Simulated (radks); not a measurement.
# Valence configurations of Tc

The task here is to estimate one member of a computed series from the others.

Program: radks (a radial shooting solver on a logarithmic mesh, Libxc functionals) version 1. Level of theory: scalar-relativistic Kohn-Sham, r2SCAN, spin-polarised, spherical densities, finite nucleus; open shells are filled with parallel spins first. These are calculated values, not measurements, unless marked.

## The atom as given

```
element            : technetium (Z = 43)
charge             : 0
electrons          : 43
configuration      : [Kr] 4d5 5s2
nuclear rms radius : 4.4112 fm
others tried       : 4d4.5 5s2 5p0.5; 4d6 5s1; 4d5 5s1 5p1; 4d5 5s1.5 5p0.5; 4d4 5s1.5 5p1.5; 4d3.5 5s2 5p1.5; 4d4 5s2 5p1; 4d3 5s2 5p2; 4d5.5 5s0.5 5p1
```

Outer shells as boxes (Hund's rule):

Tc
```
[Kr] core
4d [↑ ][↑ ][↑ ][↑ ][↑ ]
5s [↑↓]
```

The first run:

The run's settings:

```text
Z 43
configuration [Kr] 4d5 5s2
relativity scalar-relativistic
functional r2scan,r2scan
spin polarised
nucleus finite rms 4.4112 fm
c 137.035999084
```

Among the steps run: [Kr] 4d5 5s2.

One table of the session follows, with a row left open; its other results are not shown here.

It belongs to the step «[Kr] 4d5 5s2». Radial moments (bohr):

```
  level    <r>  outermost maximum (interpolated)  90 % within  nodes
  4s up  1.066                             0.955         1.55      3
4s down  1.056                             0.946         1.53      3
  4p up  1.181                              1.03         1.75      2
4p down  1.168                              1.02         1.73      2
  4d up      ?                                 ?            ?      ?
  5s up  3.135                              2.65         4.66      4
5s down  3.655                              2.99         5.50      4
4d down  1.874                              1.26         3.21      1
```

**Question.** Estimate the row for 4d up.

As computed: <r>: 1.682; outermost maximum (interpolated): 1.27; 90 % within: 2.69; nodes: 1. In the column «<r>» it lies between 4p up (1.181) and 4d down (1.874).
